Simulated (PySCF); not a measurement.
# H10Si3Sn (SnH(SiH3)3): the cost of one run

Computed with PySCF 2.14.0 and routines of our own; the level stands in each step. Atoms count from 0.

### Step 1. The starting structure

14 atoms, charge 0, multiplicity 1; geometry from: GFN2-xTB.

### Step 2. Optimising the geometry at PBE0-D3(BJ)/def2-SVP

What the job is given:

```
{"job": {"xc": "PBE0", "basis": "def2-SVP", "d3": "d3bj", "grid": 1, "maxiter": 30, "shake": 0.03, "kind": "geom"}, "charge": 0, "multiplicity": 1}
Sn     0.053120    -0.066390     0.368970
H     -0.026720     0.023110     2.057010
Si     2.431790    -0.013750    -0.147050
H      3.212280    -1.214520     0.380680
H      3.146580     1.121800     0.448910
H      2.709130     0.056390    -1.568160
Si    -1.221410     2.168720    -0.152690
H     -0.419570     3.347820     0.243390
H     -2.541670     2.235890     0.586700
H     -1.501640     2.274790    -1.557730
Si    -1.271270    -2.180530    -0.060410
H     -0.568120    -3.286590     0.594480
H     -1.348130    -2.413880    -1.548390
H     -2.673810    -2.096680     0.397520
```

The run is started by

```console
> OMP_NUM_THREADS=1 python heavy_run.py task.json out
```

The driver reads the jobs from task.json and runs them one after another.

Q: Estimate the wall time and peak memory of this first job on 1 thread of Arm Neoverse V2, shared host.

About 73 s, with a peak of 0.53 GiB.
